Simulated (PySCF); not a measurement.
**The bond of BI, level by level**

One table from this session's results is given with a row withheld; the runs are named, their logs left out.

Computed with PySCF 2.14.0. Level: B def2-TZVPP, I def2-TZVPP with ECP28, scalar-relativistic core potentials.

Set-up of the first run:

The job is set up so:

| Quantity | Value |
| --- | --- |
| atoms | B, I |
| charge | 0 |
| basis | B def2-TZVPP, I def2-TZVPP with ECP28 |
| Hamiltonian | scalar-relativistic core potentials |
| basis functions | 81 |
| electrons treated | 30 |
| masses in u | 11.0093, 126.9045 |
| levels | PBE0, PBE, r²SCAN, B97-3, r²SCAN0, MN15, PW91, LC-ωPBE, HF, MP2, SCS-MP2, CCSD, CCSD(T) |
| grid | 80 radial by 434 angular points |
| occupations | held fixed by the projection of orbital angular momentum |
| dissociation limit | B + I, each in its ground configuration |
| starting distance in angstrom | 2.125 |
| values of 2S to try | 0, 2 |

Run with:

```bash
$ OMP_NUM_THREADS=1 python dia.py task.json out
```

Among the steps run: Input; The PBE0 curve of the state that the search chose; Excited determinants; PBE; r²SCAN (meta-GGA); B97-3; r²SCAN0; MN15 (hybrid meta-GGA); PW91; LC-ωPBE (range-separated hybrid); RHF; Correlated methods on the Hartree–Fock reference.

One of the session's tables, all rows but one given; the rest of the session is left out.

It belongs to the step «The curves together». Energy (eV) from each level's lowest point:

```
R (Å)    RHF  RHF-MP2  RHF-SCS-MP2  RHF-CCSD  RHF-CCSD(T)
1.838  0.957    0.734        0.780       n/a          n/a
1.923  0.441    0.292        0.323     0.364        0.365
2.009  0.151    0.067        0.085     0.107        0.108
2.073  0.041    0.001        0.010     0.020        0.021
2.137  0.000    0.000        0.000     0.000        0.000
2.201      ?        ?            ?         ?            ?
2.287  0.089    0.169        0.151     0.130        0.128
2.393  0.252    0.380        0.350     0.318        0.315
2.522  0.510    0.688        0.644     0.600        0.594
2.693  0.905    1.137        1.076       n/a          n/a
```

**Question.** Estimate the row for R (Å) = 2.201.

Worked estimate for «RHF». A straight line through the neighbours (2.137, 0.000) and (2.287, 0.089) gives 0.000 + (0.089 − 0.000) × (2.201 − 2.137) / (2.287 − 2.137) = 0.038; a parabola fitted to 4 rows on both sides gives 0.016.

As computed: RHF: 0.012; RHF-MP2: 0.048; RHF-SCS-MP2: 0.040; RHF-CCSD: 0.031; RHF-CCSD(T): 0.030. In «RHF» the line misses by +0.026 and the parabola by +0.004.
